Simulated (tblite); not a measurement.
# C2H6BrSi3: the cost of one run

Computed with tblite 0.8.0 and PySCF 2.14.0, with density-fitted response routines of our own, on a single molecule in the gas phase. Atoms are numbered from 0 throughout.

## Step 1: Starting geometry

12 atoms, charge 0, multiplicity 2; geometry from: force field or distance geometry start.

Bonds of the start (Å): C0–C1 1.21, C1–Si2 1.82, Si2–Si3 2.23, Si2–Si4 2.23, Si4–Br5 2.26, C0–H6 1.08, Si3–H7 1.48, Si3–H8 1.47, Si3–H9 1.46, Si4–H10 1.49, Si4–H11 1.47.

## Step 2: Geometry optimisation with GFN2-xTB

Job settings and geometry (Å):

```
{"job": {"kind": "relax", "xc": "GFN2-xTB", "basis": "xTB"}, "charge": 0, "multiplicity": 2}
C     -1.805300     1.649400     1.731500
C     -1.187500     1.257100     0.763000
Si    -0.233800     0.621300    -0.649300
Si     1.939800     0.587400    -0.171200
Si    -0.871500    -1.481800    -1.044700
Br     0.448700    -2.959700     0.037400
H     -2.362300     1.999400     2.586500
H      2.535700    -0.691600    -0.627000
H      2.056100     0.754800     1.281900
H      2.652600     1.661100    -0.848700
H     -0.903600    -1.810500    -2.495700
H     -2.267600    -1.587500    -0.589400
```

The run is started by

```
$ OMP_NUM_THREADS=1 python probes_run.py task.json out
```

The driver reads the jobs from task.json and runs them one after another.

Q: Estimate the wall time of this first job on 1 thread of Arm Neoverse V2, shared host.

About 1 s.
